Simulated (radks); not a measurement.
# Ge²⁺ in [Ar] 3d9.75 4s2 4p0.25: an all-electron calculation

One table from this session's results is given with a row withheld; the runs are named, their logs left out.

Method: Dirac Kohn-Sham, PBE, spin-unpolarised, spherical densities, finite nucleus; open shells fill j = l - 1/2 first. Code: radks (a radial shooting solver on a logarithmic mesh, Libxc functionals) version 1.

## The atom as given

* element: germanium (Z = 32)
* charge: +2
* electrons: 30
* configuration: [Ar] 3d9.75 4s2 4p0.25
* nuclear rms radius: 4.0742 fm

The first run:

The run's settings:

```text
Z 32
configuration [Ar] 3d9.75 4s2 4p0.25
relativity Dirac
functional pbe,pbe
spin unpolarised
j_filling energy
nucleus finite rms 4.0742 fm
c 137.035999084
```

One table of the session follows, with a row left open; its other results are not shown here.

It belongs to the step «Shells». From the orbitals of this run (lengths in bohr):

| level | <r> | outermost maximum (interpolated) | 90 % within | nodes |
| --- | --- | --- | --- | --- |
| 1s1/2 | 0.04700 | 0.0307 | 0.0840 | 0 |
| 2s1/2 | 0.2098 | 0.176 | 0.325 | 1 |
| 2p1/2 | 0.1812 | 0.139 | 0.297 | 0 |
| 2p3/2 | 0.1848 | 0.142 | 0.302 | 0 |
| 3s1/2 | ? | ? | ? | ? |
| 3p1/2 | 0.6380 | 0.537 | 0.980 | 1 |
| 3p3/2 | 0.6485 | 0.545 | 0.996 | 1 |
| 3d3/2 | 0.7202 | 0.500 | 1.22 | 0 |
| 3d5/2 | 0.7251 | 0.503 | 1.22 | 0 |
| 4s1/2 | 1.918 | 1.66 | 2.83 | 3 |
| 4p1/2 | 2.275 | 1.93 | 3.41 | 2 |
| 4p3/2 | 2.305 | 1.95 | 3.45 | 2 |

**Question.** Estimate the row for 3s1/2.

As computed: <r>: 0.6230; outermost maximum (interpolated): 0.542; 90 % within: 0.931; nodes: 2. In the column «<r>» it lies between 2s1/2 (0.2098) and 3p1/2 (0.6380).
